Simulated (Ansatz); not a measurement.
Crystal: NaLaMnMoO6.

```
Na La Mn Mo O
1.0
     4.97775   -2.88146    0.02055
     4.97775    2.88146    0.02055
    -3.06086    0.00000    4.59785
Na La Mn Mo O
1 1 1 1 6
Cartesian
  8.3737 0.0000 2.3395
  5.0845 0.0000 3.6552
  1.8841 0.0000 0.9212
  1.9122 0.0000 4.6056
  1.1411 0.0000 2.8354
  3.0790 1.4392 4.0538
  3.6709 1.2699 0.7230
  3.6709 -1.2699 0.7230
  3.0790 -1.4392 4.0538
  6.0252 0.0000 1.6038
```

The cell was built by a generator and needn't be a form met in nature.

Base run:

```yaml
Program: Ansatz 0.2.0
Functional: r2SCAN
Potentials_or_basis: Ansatz PAW
Cutoff: "500 eV (not typed: the program's choice for these potentials)"
k_mesh: 6 × 6 × 6
Occupations: fermi-dirac, width 0.05 eV
Spin: collinear spin, ferromagnetic start
Starting_moments: "[0.0, 0.0, 4.0, 1.0, 0.0, 0.0, 0.0, 0.0, 0.0, 0.0] μB"
```

Its results: band gap on the k mesh 1.37 eV, indirect (least direct gap 1.39 eV); pressure -3.3 GPa; net moment 5.00 μB per cell; site moments Na +0.00; La +0.00; Mn +4.03; Mo +0.08; O +0.01, +0.02, +0.04 μB; largest force 0.444 eV/Å.

Question: The run is repeated on the same cell with these changes: functional from r2SCAN to PBE; potentials or basis from Ansatz PAW to SPMS NC; cutoff from 500 eV (not typed: the program's choice for these potentials) to 1034 eV (not typed: the program's choice for these potentials). What comes out?

Answer: Band gap on the k mesh 0.97 eV, indirect (least direct gap 1.05 eV); pressure 0.3 GPa; net moment 5.00 μB per cell; site moments Na +0.00; La +0.01; Mn +3.94; Mo +0.09; O +0.02, +0.03, +0.05 μB; largest force 0.092 eV/Å.

Caveats: spin-orbit coupling is left out, which moves the levels of the heavy elements; a cell with one magnetic atom can't hold antiferromagnetic order, which such compounds often take; the magnetic or orbital state may not be the lowest (some runs); the PAW data sets come from PBE, with cores solved anew for the run's functional, which leaves a small shift of forces and pressure (some runs).
